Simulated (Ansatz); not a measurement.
**CH2OSe: vertical ionisation energy**

How much energy removes an electron from CH2OSe at fixed geometry? The cation is run at each level and the neutral's energy taken from earlier runs.

Computed with Ansatz 0.2.0, Gaussian basis. Level: unrestricted cation, the program's frozen cores in correlated methods.

The runs, in order: UKS PBE-D4/def2-TZVPP; UKS r2SCAN-D4/def2-TZVPP; UKS PBE0-D4/def2-TZVPP; UKS B3LYP-D4/def2-TZVPP; UKS wB97X-V/def2-TZVPP; UKS wB97M-V/def2-TZVPP; UKS B2PLYP/def2-TZVPP; UHF-CCSD(T)/def2-TZVPP; UHF-MP2/def2-QZVPP; extrapolation to the limit; then −ε(HOMO) from the neutral's earlier runs with LDA (SPW92), PBE-D4, revPBE-D4, BLYP-D4, r2SCAN-D4, B97M-V, PBE0-D4, B3LYP-D4, r2SCANh-D4, r2SCAN0-D4, HSE06-D4, BHLYP-D4, CAM-B3LYP-D4, LC-ωPBE, ωB97X-V, ωB97M-V.

## (1) The geometry

An earlier PBE0-D4 in a triple-zeta def2 set relaxation fixed the geometry.

SMILES `OC=[Se]`, 5 atoms, charge 0, spin multiplicity 1.

Atoms are counted from 1 here; the program's logs count them from 0.

Bond lengths: O1–C2 1.326 Å, O1–H4 0.965 Å, C2–Se3 1.753 Å, C2–H5 1.092 Å. Angles: C2–O1–H4 110.3°, O1–C2–Se3 123.9°, O1–C2–H5 114.6°, Se3–C2–H5 121.5°.

Coordinates:

```
O    -0.5676   -0.8526   -0.0666
C     0.2582    0.1760    0.0730
Se    1.7618    0.1080    0.9707
H    -1.3332   -0.5980   -0.5967
H    -0.0693    1.0929   -0.4217
```

## (2) Cation, UKS PBE-D4/def2-TZVPP

in.yaml reads:

```yaml
crystal:
  periodic: [false, false, false]
  atoms:
    - {symbol: O, position_ang: [-0.567643, -0.852648, -0.066610]}
    - {symbol: C, position_ang: [0.258165, 0.176016, 0.072954]}
    - {symbol: Se, position_ang: [1.761793, 0.108021, 0.970714]}
    - {symbol: H, position_ang: [-1.333228, -0.597954, -0.596742]}
    - {symbol: H, position_ang: [-0.069287, 1.092865, -0.421716]}
basis:
  gaussian: {orbitals: def2-TZVPP}
total_charge: 1
magnetization: {spin_polarized: true, initial_magnetization: 1}
hamiltonian: {xc: pbe, dispersion: d4}
```

The run is started by

```bash
> ansatz run in.yaml --threads 2 --pin off --events-out ev --progress --plain --max-ram 4352MiB
```

Further steps of the session: Cation, UKS r2SCAN-D4/def2-TZVPP; Cation, UKS PBE0-D4/def2-TZVPP; Cation, UKS B3LYP-D4/def2-TZVPP; Cation, UKS wB97X-V/def2-TZVPP; Cation, UKS wB97M-V/def2-TZVPP; Cation, UKS B2PLYP (frozen core)/def2-TZVPP; Cation, UHF-CCSD(T)/def2-TZVPP; Cation, UHF-MP2/def2-QZVPP.

Before running them: what should the planned runs give, taken together? Wanted: ionisation energy, CCSD(T)/CBS; nearest functional by difference; nearest −ε(HOMO); −ε(HOMO) of PBE; T1 of the cation.

As calculated:

| quantity | value |
| --- | --- |
| ionisation energy, CCSD(T)/CBS | 8.95 eV |
| nearest functional by difference | B3LYP-D4 (-0.17 eV) |
| nearest −ε(HOMO) | LC-ωPBE (+0.04 eV) |
| −ε(HOMO) of PBE | 5.22 eV |
| T1 of the cation | 0.018 |

Energy differences with functionals land within 0.29 eV of the reference. The PBE orbital energy is 3.7 eV too small: a semilocal HOMO is no ionisation energy. Among orbital estimates LC-ωPBE comes nearest. Hartree-Fock falls 1.38 eV short, as the neutral has more correlation energy than the cation. Correlated methods include outer-core shells of Se, which these sets cover unevenly. With outer-core shells in play the reference is unsure by up to some tenths of an eV, so close misses can't be ranked.
